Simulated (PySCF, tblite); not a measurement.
**C6H13BO2: geometry, infrared bands and NMR shifts**

Aim: predict the infrared bands and NMR shifts of C6H13BO2 (`OB(O)C1CCCCC1`).

Programs: tblite 0.8.0 and PySCF 2.14.0, with density-fitted response routines of our own. Each step states its level of theory. These are calculated values for one molecule in the gas phase, unless marked as measured. Atoms count from 0, in the outputs and in this text.

### Step 1. The molecule as given

22 atoms, charge 0, multiplicity 1; geometry from: force field or distance geometry start.

Bonds of the start (Å): O0–B1 1.46, B1–O2 1.48, B1–C3 1.60, C3–C4 1.53, C4–C5 1.54, C5–C6 1.53, C6–C7 1.54, C7–C8 1.53, C8–C3 1.53, O0–H9 0.99, O2–H10 0.99, C3–H11 1.13, C4–H12 1.11, C4–H13 1.12, C5–H14 1.10, C5–H15 1.12, C6–H16 1.11, C6–H17 1.10, C7–H18 1.11, C7–H19 1.12, C8–H20 1.12, C8–H21 1.11.

### Step 2. Optimising the geometry with GFN2-xTB

What the job is given:

```
{"job": {"kind": "relax", "xc": "GFN2-xTB", "basis": "xTB"}, "charge": 0, "multiplicity": 1}
O      2.770000     0.884700    -0.907100
B      2.283800    -0.089100     0.058700
O      3.263600    -0.857700     0.861000
C      0.717400    -0.346600     0.249800
C      0.087600    -0.855600    -1.048100
C     -1.423000    -1.088500    -0.888300
C     -2.120000     0.185900    -0.395600
C     -1.488800     0.690000     0.919300
C      0.016300     0.920500     0.749700
H      2.821800     1.734300    -0.393900
H      3.393000    -0.310700     1.670700
H      0.599100    -1.147800     1.034600
H      0.560800    -1.809500    -1.352000
H      0.255800    -0.112200    -1.871800
H     -1.857600    -1.383600    -1.859300
H     -1.591400    -1.913500    -0.149300
H     -3.196000    -0.032300    -0.219700
H     -2.050900     0.969700    -1.169200
H     -1.986700     1.639200     1.220500
H     -1.663700    -0.057500     1.729300
H      0.165700     1.761400     0.029300
H      0.433000     1.238300     1.730500
```

Started as:

```console
$ OMP_NUM_THREADS=1 python probes_run.py task.json out
```

One launch serves the whole session: the jobs run in the order shown.

**Question.** This job is followed by: GFN2-xTB harmonic vibrations, gas phase; GIAO PBE0/pcSseg-1 NMR shielding, non-relativistic, gas phase. What will the session give for the following? strongest single infrared mode (GFN2-xTB); zero-point energy (GFN2-xTB); 13C shifts against TMS (PBE0/pcSseg-1, means over atoms taken as alike); 1H shifts against TMS (PBE0/pcSseg-1, means over atoms taken as alike); 17O shifts against H2O (PBE0/pcSseg-1, means over atoms taken as alike); 11B shifts against BF3·OEt2 (PBE0/pcSseg-1).

As calculated:

| quantity | value |
| --- | --- |
| strongest single infrared mode (GFN2-xTB) | 616 cm⁻¹, 306 km/mol |
| zero-point energy (GFN2-xTB) | 119.5 kcal/mol |
| 13C shifts against TMS (PBE0/pcSseg-1, means over atoms taken as alike) | 32.2, 31.5, 30.9, 30.8 ppm |
| 1H shifts against TMS (PBE0/pcSseg-1, means over atoms taken as alike) | 3.19, 1.75, 1.74, 1.59, 1.28, 1.23, 1.18, 0.83 ppm |
| 17O shifts against H2O (PBE0/pcSseg-1, means over atoms taken as alike) | 118.7 ppm |
| 11B shifts against BF3·OEt2 (PBE0/pcSseg-1) | 28.2 ppm |

What this shows: Over 67 steps the energy fell by 1.502 eV; of the close pairs, B1–O2 changed most, 1.481 to 1.355 Å. All 60 modes are real, so the xTB geometry is a minimum. The strongest single mode, at 616 cm⁻¹, is spread over several atoms, B1, H10, H9, O2 among them. Unscaled tight-binding wavenumbers are off by several per cent, some by more. Its intensities can rank the bands wrongly. At PBE0/pcSseg-1: The widest tensor belongs to O0, O2: span 130 ppm, with a paramagnetic part of -167 ppm.
